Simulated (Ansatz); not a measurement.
**C₂H₃Cl₃Sn: a ladder of functionals and wavefunction methods**

One table from this session's results is given with a row withheld; the runs are named, their logs left out.

Method: functionals in def2-TZVPP, the program's frozen cores in correlated methods; program: Ansatz 0.2.0, Gaussian basis.

Plan: LDA (SPW92), PBE-D4, revPBE-D4, BLYP-D4, r2SCAN-D4, B97M-V, PBE0-D4, B3LYP-D4, r2SCANh-D4, r2SCAN0-D4, HSE06-D4, BHLYP-D4, CAM-B3LYP-D4, LC-ωPBE, ωB97X-V, ωB97M-V, B2PLYP, PBE-QIDH; CCSD(T)/def2-SVP; CCSD(T)/def2-TZVPP; MP2/def2-QZVPP; extrapolation to the limit; RPA on PBE.

### The geometry

An earlier PBE0-D4 in a triple-zeta def2 set relaxation fixed the geometry. Sn takes the def2 core potential; no spin-orbit term is included.

SMILES `C=[CH][Sn]([Cl])([Cl])[Cl]`, 9 atoms, charge 0, spin multiplicity 1.

Atoms are counted from 1 here; the program's logs count them from 0.

Bond lengths: C1–C2 1.325 Å, C1–H7 1.086 Å, C1–H8 1.087 Å, C2–Sn3 2.102 Å, C2–H9 1.085 Å, Sn3–Cl4 2.307 Å, Sn3–Cl5 2.310 Å, Sn3–Cl6 2.307 Å. Angles: C2–C1–H7 122.5°, C2–C1–H8 121.0°, H7–C1–H8 116.4°, C1–C2–Sn3 120.5°, C1–C2–H9 122.0°, Sn3–C2–H9 117.5°, C2–Sn3–Cl4 113.2°, C2–Sn3–Cl5 109.2°, C2–Sn3–Cl6 113.2°, Cl4–Sn3–Cl5 107.5°, Cl4–Sn3–Cl6 105.8°, Cl5–Sn3–Cl6 107.5°.

The first run:

The input, in.yaml:

```yaml
crystal:
  periodic: [false, false, false]
  atoms:
    - {symbol: C, position_ang: [0.187787, -1.689751, 0.296106]}
    - {symbol: C, position_ang: [-0.373435, -0.554101, 0.683342]}
    - {symbol: Sn, position_ang: [-0.009468, 1.229300, -0.368187]}
    - {symbol: Cl, position_ang: [-1.922004, 2.171281, -1.250069]}
    - {symbol: Cl, position_ang: [1.426223, 0.797077, -2.125337]}
    - {symbol: Cl, position_ang: [0.958405, 2.870389, 0.932870]}
    - {symbol: H, position_ang: [0.848004, -1.751457, -0.563576]}
    - {symbol: H, position_ang: [0.005108, -2.616595, 0.833506]}
    - {symbol: H, position_ang: [-1.032120, -0.502542, 1.544446]}
basis:
  gaussian: {orbitals: def2-TZVPP}
hamiltonian: {xc: lda}
output: {orbitals: {seedname: orbitals}}
```

Started as:

```console
$ ansatz run in.yaml --threads 4 --pin off --events-out ev --progress --plain --max-ram 11315MiB
```

Steps of the session up to this table: LDA; PBE-D4 (GGA); revPBE-D4 (GGA); BLYP-D4 (GGA); r2SCAN-D4 (meta-GGA); B97M-V (meta-GGA); PBE0-D4 (hybrid); B3LYP-D4 (hybrid); r2SCANh-D4 (hybrid); r2SCAN0-D4 (hybrid); HSE06-D4 (hybrid); BHLYP-D4 (hybrid); CAM-B3LYP-D4 (range-separated); LC-ωPBE (range-separated); ωB97X-V (range-separated); ωB97M-V (range-separated); B2PLYP (double hybrid); PBE-QIDH (double hybrid).

One of the session's tables, all rows but one given; the rest of the session is left out.

It belongs to the step «Frontier levels by functional». 

| functional | HOMO (eV) | LUMO (eV) | gap (eV) |
| --- | --- | --- | --- |
| LDA (SPW92) | -7.88 | -3.24 | 4.65 |
| PBE-D4 | -7.75 | -2.93 | 4.81 |
| revPBE-D4 | -7.69 | -2.83 | 4.86 |
| BLYP-D4 | -7.58 | -2.87 | 4.71 |
| r2SCAN-D4 | -8.08 | -2.74 | 5.35 |
| B97M-V | -8.11 | -2.62 | 5.49 |
| PBE0-D4 | -9.06 | -2.01 | 7.05 |
| B3LYP-D4 | -8.80 | -2.31 | 6.50 |
| r2SCANh-D4 | -8.56 | -2.40 | 6.16 |
| r2SCAN0-D4 | -9.26 | -1.89 | 7.37 |
| HSE06-D4 | -8.66 | -2.38 | 6.28 |
| BHLYP-D4 | -10.06 | -0.99 | 9.06 |
| CAM-B3LYP-D4 | ? | ? | ? |
| LC-ωPBE | -11.72 | 0.25 | 11.98 |
| ωB97X-V | -11.37 | 0.14 | 11.52 |
| ωB97M-V | -11.20 | 0.04 | 11.24 |

Q: Estimate the row for CAM-B3LYP-D4 from the others.

**Answer.** HOMO (eV): -10.37; LUMO (eV): -0.99; gap (eV): 9.38. In the column «HOMO (eV)» it lies between ωB97M-V (-11.20) and BHLYP-D4 (-10.06).
